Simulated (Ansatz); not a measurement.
# C₄H₅NO₂: how energies converge with the basis set

An exercise on one series of results from a longer session: the logs are not shown, and one member is left open.

The runs use Ansatz 0.2.0, Gaussian basis; one geometry, several basis sets.

Levels to be run: PBE0-D4/def2-SVP; ωB97M-V/def2-SVP; PBE0-D4/def2-QZVPP; ωB97M-V/def2-QZVPP; the functionals' def2-TZVPP values are taken from earlier runs.

**Structure used throughout**

An earlier PBE0-D4 in a triple-zeta def2 set relaxation fixed the geometry.

SMILES `COC(=O)CC#N`, 12 atoms, charge 0, spin multiplicity 1.

Atoms are counted from 1 here; the program's logs count them from 0.

Bond lengths: C1–O2 1.428 Å, C1–H8 1.090 Å, C1–H9 1.087 Å, C1–H10 1.090 Å, O2–C3 1.324 Å, C3–O4 1.198 Å, C3–C5 1.519 Å, C5–C6 1.450 Å, C5–H11 1.093 Å, C5–H12 1.094 Å, C6–N7 1.148 Å. Angles: O2–C1–H8 110.3°, O2–C1–H9 105.6°, O2–C1–H10 110.3°, H8–C1–H9 110.7°, H8–C1–H10 109.1°, H9–C1–H10 110.7°, C1–O2–C3 115.5°, O2–C3–O4 125.4°, O2–C3–C5 112.7°, O4–C3–C5 122.0°, C3–C5–C6 116.2°, C3–C5–H11 107.3°, C3–C5–H12 107.1°, C6–C5–H11 109.8°, C6–C5–H12 109.6°, H11–C5–H12 106.4°, C5–C6–N7 178.7°.

The first run:

The input, in.yaml:

```yaml
crystal:
  periodic: [false, false, false]
  atoms:
    - {symbol: C, position_ang: [-0.158347, -2.002494, 0.389730]}
    - {symbol: O, position_ang: [0.168022, -0.612608, 0.426795]}
    - {symbol: C, position_ang: [-0.337470, 0.117129, -0.555956]}
    - {symbol: O, position_ang: [-1.026105, -0.298041, -1.444370]}
    - {symbol: C, position_ang: [0.055196, 1.581091, -0.460057]}
    - {symbol: C, position_ang: [0.817099, 1.964509, 0.712983]}
    - {symbol: N, position_ang: [1.418646, 2.293511, 1.634241]}
    - {symbol: H, position_ang: [0.210297, -2.453277, -0.531975]}
    - {symbol: H, position_ang: [0.331089, -2.440926, 1.255347]}
    - {symbol: H, position_ang: [-1.238496, -2.138887, 0.446819]}
    - {symbol: H, position_ang: [-0.865042, 2.168257, -0.511634]}
    - {symbol: H, position_ang: [0.625112, 1.821746, -1.361912]}
basis:
  gaussian: {orbitals: def2-SVP}
hamiltonian: {xc: pbe0, dispersion: d4}
output: {orbitals: {seedname: orbitals}}
```

On the command line:

```
$ ansatz run in.yaml --threads 2 --pin off --events-out ev --progress --plain --max-ram 32768MiB --backend cpu
```

Among the steps run: PBE0-D4 in def2-SVP; ωB97M-V in def2-SVP; PBE0-D4 in def2-QZVPP; ωB97M-V in def2-QZVPP.

One of the session's tables, all rows but one given; the rest of the session is left out.

It belongs to the step «Density functionals: the series». 

```
functional       basis  HOMO (eV)  LUMO (eV)
   PBE0-D4    def2-SVP      -8.51      -0.15
   PBE0-D4  def2-TZVPP          ?          ?
   PBE0-D4  def2-QZVPP      -8.68      -0.42
   ωB97M-V    def2-SVP     -10.88       2.18
   ωB97M-V  def2-TZVPP     -11.05       1.90
   ωB97M-V  def2-QZVPP     -11.08       1.45
```

**Question.** Estimate the row for PBE0-D4, def2-TZVPP.

The run gave: HOMO (eV): -8.65; LUMO (eV): -0.36. In the column «HOMO (eV)» it lies between PBE0-D4, def2-QZVPP (-8.68) and PBE0-D4, def2-SVP (-8.51).
